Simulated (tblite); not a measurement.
# C5H5N2Si: the cost of one run

The runs use tblite 0.8.0 and PySCF 2.14.0, with density-fitted response routines of our own; the level of theory stands in each step. All values are computed, except where a source is named. Atoms are numbered from 0 throughout.

## 1. Starting geometry

13 atoms, charge 0, multiplicity 2; geometry from: force field or distance geometry start.

Bonds of the start (Å): N0–C1 1.17, C1–Si2 1.88, Si2–C3 1.89, C3–C4 1.51, C4–C5 1.45, C5–C6 1.41, C6–N7 1.15, C5–C3 1.46, Si2–H8 1.49, Si2–H9 1.49, C3–H10 1.07, C4–H11 1.08, C4–H12 1.08.

## 2. Relaxing the molecule with GFN2-xTB

The job: settings as JSON, then the geometry in Å.

```
{"job": {"kind": "relax", "xc": "GFN2-xTB", "basis": "xTB"}, "charge": 0, "multiplicity": 2}
N      3.756600     0.990200    -0.918900
C      2.831300     0.768800    -0.245200
Si     1.357600     0.387500     0.851600
C     -0.240600     0.262700    -0.154600
C     -0.718600    -1.087300    -0.622400
C     -1.339800    -0.435300     0.510000
C     -2.663200     0.061000     0.459700
N     -3.739800     0.476100     0.421000
H      1.166700     1.450500     1.872300
H      1.547300    -0.882900     1.597400
H     -0.488700     1.133100    -0.730100
H     -0.171400    -1.994400    -0.400900
H     -1.301800    -1.129600    -1.536200
```

On the command line:

```sh
$ OMP_NUM_THREADS=1 python probes_run.py task.json out
```

The driver reads the jobs from task.json and runs them one after another.

Q: Estimate the wall time of this first job on 1 thread of Intel Xeon at 2.50GHz, shared host.

About 1.6 s.
